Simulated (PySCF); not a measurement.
# CH₈B₂Si: electronic excitations and core binding energies

Wanted: the electronic excitations and core binding energies of CH₈B₂Si (`BBC[SiH3]`), by calculation.

The runs use PySCF 2.14.0, with density-fitted response routines of our own; the level of theory stands in each step. All values are computed, except where a source is named. Atoms are numbered from 0 throughout.

### 1 The starting structure

12 atoms, charge 0, multiplicity 1; geometry from: GFN2-xTB.

Bonds of the start (Å): B0–B1 1.63, B1–C2 1.56, C2–Si3 1.91, B0–H4 1.17, B0–H5 1.18, B1–H6 1.18, C2–H7 1.09, C2–H8 1.09, Si3–H9 1.47, Si3–H10 1.47, Si3–H11 1.47.

### 2 Ultraviolet spectrum: CAM-B3LYP/def2-SVPD

The job: settings as JSON, then the geometry in Å.

```
{"job": {"kind": "uv", "xc": "CAM-B3LYP", "basis": "def2-SVPD", "nstates": 8, "ntriplets": 3}, "charge": 0, "multiplicity": 1}
B     -2.108998     0.319325    -0.358757
B     -0.947373    -0.236299     0.634512
C      0.369442    -0.905490     0.118205
Si     1.679754     0.464557    -0.124261
H     -3.055622    -0.306373    -0.662069
H     -2.069834     1.398002    -0.824537
H     -1.025925    -0.118889     1.806681
H      0.788083    -1.629382     0.818129
H      0.262077    -1.405633    -0.845049
H      1.892634     1.231246     1.106578
H      2.943883    -0.184129    -0.495037
H      1.273078     1.372380    -1.200422
```

Level: TDDFT CAM-B3LYP/def2-SVPD, vertical, gas phase, core orbitals frozen in the response.

Launch:

```sh
OMP_NUM_THREADS=1 python probes_run.py task.json out
```

The driver reads the jobs from task.json and runs them one after another.

**Question.** This job is followed by: delta-SCF UKS SCAN, pcX-2 on the ionised atom, pcseg-1 elsewhere, spin-free X2C. What will the session give for the following? lowest singlet (CAM-B3LYP/def2-SVPD); brightest single state of those computed; lowest triplet; B1s binding energies, SCAN/pcX-2 (standing for 1 of 2 atoms); C1s binding energies, SCAN/pcX-2; Si1s binding energies, SCAN/pcX-2; Si2p binding energies, SCAN/pcX-2.

**Answer**, as computed:

| quantity | value |
| --- | --- |
| lowest singlet (CAM-B3LYP/def2-SVPD) | 4.87 eV (255 nm), f = 0.003 |
| brightest single state of those computed | state 6, 7.44 eV, f = 0.151 |
| lowest triplet | 4.13 eV |
| B1s binding energies, SCAN/pcX-2 (standing for 1 of 2 atoms) | B1 195.16 eV |
| C1s binding energies, SCAN/pcX-2 | C2 289.91 eV |
| Si1s binding energies, SCAN/pcX-2 | Si3 1846.52 eV |
| Si2p binding energies, SCAN/pcX-2 | Si3 106.98 eV |

What this shows: The first singlet state (HOMO→LUMO 0.92) lies at 4.87 eV and is weak; of the 8 states computed, the strongest absorption comes from state 6 at 7.44 eV. The lowest triplet lies 0.74 eV below the lowest singlet (triplets in Tamm-Dancoff, singlets in full TDDFT).
